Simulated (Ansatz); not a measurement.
# C2H6Cl2SSi2: one species, many methods

How much do the methods differ for C2H6Cl2SSi2? The plan is to run it at one geometry with functionals of several rungs and with coupled cluster. The yardstick is the atomisation energy at the CCSD(T) limit.

Computed with Ansatz 0.2.0, Gaussian basis. Level: functionals in def2-TZVPP, the program's frozen cores in correlated methods.

The runs, in order: PBE-D4, r2SCAN-D4, PBE0-D4, B3LYP-D4, ωB97X-V, ωB97M-V, B2PLYP; CCSD(T)/def2-TZVPP; MP2/def2-QZVPP; extrapolation to the limit.

### Step 1. The relaxed structure

The geometry comes from an earlier relaxation with PBE0-D4 in a triple-zeta def2 set; it is a stationary point, not always the lowest conformer.

SMILES `C=C[SiH2]S[SiH](Cl)Cl`, 13 atoms, charge 0, spin multiplicity 1.

Atoms are counted from 1 here; the program's logs count them from 0.

Bond lengths: C1–C2 1.329 Å, C1–H8 1.086 Å, C1–H9 1.086 Å, C2–Si3 1.853 Å, C2–H10 1.090 Å, Si3–S4 2.158 Å, Si3–H11 1.484 Å, Si3–H12 1.484 Å, S4–Si5 2.105 Å, Si5–Cl6 2.044 Å, Si5–Cl7 2.043 Å, Si5–H13 1.473 Å. Angles: C2–C1–H8 121.9°, C2–C1–H9 121.6°, H8–C1–H9 116.5°, C1–C2–Si3 124.6°, C1–C2–H10 118.5°, Si3–C2–H10 117.0°, C2–Si3–S4 110.7°, C2–Si3–H11 110.7°, C2–Si3–H12 111.6°, S4–Si3–H11 105.6°, S4–Si3–H12 109.0°, H11–Si3–H12 109.0°, Si3–S4–Si5 100.2°, S4–Si5–Cl6 112.2°, S4–Si5–Cl7 112.5°, S4–Si5–H13 107.6°, Cl6–Si5–Cl7 107.5°, Cl6–Si5–H13 108.8° and more.

### Step 2. PBE-D4 (GGA)

Contents of in.yaml:

```yaml
crystal:
  periodic: [false, false, false]
  atoms:
    - {symbol: C, position_ang: [-1.170105, 1.467545, -1.287767]}
    - {symbol: C, position_ang: [-0.888186, 0.222961, -1.657648]}
    - {symbol: Si, position_ang: [0.497791, -0.791875, -0.962444]}
    - {symbol: S, position_ang: [1.698380, 0.381745, 0.392559]}
    - {symbol: Si, position_ang: [0.885908, -0.230978, 2.235284]}
    - {symbol: Cl, position_ang: [-1.149905, -0.048583, 2.279101]}
    - {symbol: Cl, position_ang: [1.338362, -2.172689, 2.680871]}
    - {symbol: H, position_ang: [-1.994934, 2.023132, -1.724097]}
    - {symbol: H, position_ang: [-0.586171, 1.981540, -0.530092]}
    - {symbol: H, position_ang: [-1.507998, -0.245230, -2.422386]}
    - {symbol: H, position_ang: [1.422234, -1.226429, -2.039280]}
    - {symbol: H, position_ang: [-0.006992, -1.990455, -0.247489]}
    - {symbol: H, position_ang: [1.461616, 0.629317, 3.283398]}
basis:
  gaussian: {orbitals: def2-TZVPP}
hamiltonian: {xc: pbe, dispersion: d4}
output: {forces: true, orbitals: {seedname: orbitals}}
```

Started as:

```
$ ansatz run in.yaml --threads 2 --pin off --events-out ev --progress --plain --max-ram 32768MiB --backend cuda --devices 0, --max-vram 18GiB
```

Further steps of the session: r2SCAN-D4 (meta-GGA); PBE0-D4 (hybrid); B3LYP-D4 (hybrid); ωB97X-V (range-separated); ωB97M-V (range-separated); B2PLYP (double hybrid); CCSD(T) in def2-TZVPP; MP2 in def2-QZVPP.

**Question.** What will the summary of the whole plan be? Wanted: atomisation energy, CCSD(T)/CBS; farthest; mean size of error, hybrid; mean size of error, range-separated; gap, smallest and largest; T1 diagnostic; triples share of the correlation energy.

As calculated:

```
                               quantity                                 value
        atomisation energy, CCSD(T)/CBS                         4674.6 kJ/mol
 functionals within 23.4 kJ/mol (0.5 %)  r2SCAN-D4, PBE0-D4, ωB97X-V, ωB97M-V
                               farthest                 B2PLYP (-89.7 kJ/mol)
             mean size of error, hybrid                           20.0 kJ/mol
    mean size of error, range-separated                           22.3 kJ/mol
              gap, smallest and largest  4.95 eV (PBE-D4), 11.71 eV (ωB97X-V)
                          T1 diagnostic                                0.0109
triples share of the correlation energy                                 4.4 %
```

**Reading.** PBE-D4 misses by +57.6 kJ/mol. Double hybrids carry the basis error of their MP2 part in triple zeta, and no dispersion term here, so their miss is partly the set-up's. The reference freezes the cores and leaves out relativity and excitations past (T), so misses under about 23.4 kJ/mol can't be ranked. Hartree-Fock recovers 74 % of the binding; the rest is correlation. Orbital gaps span 5.0 to 11.7 eV; exact exchange widens them.
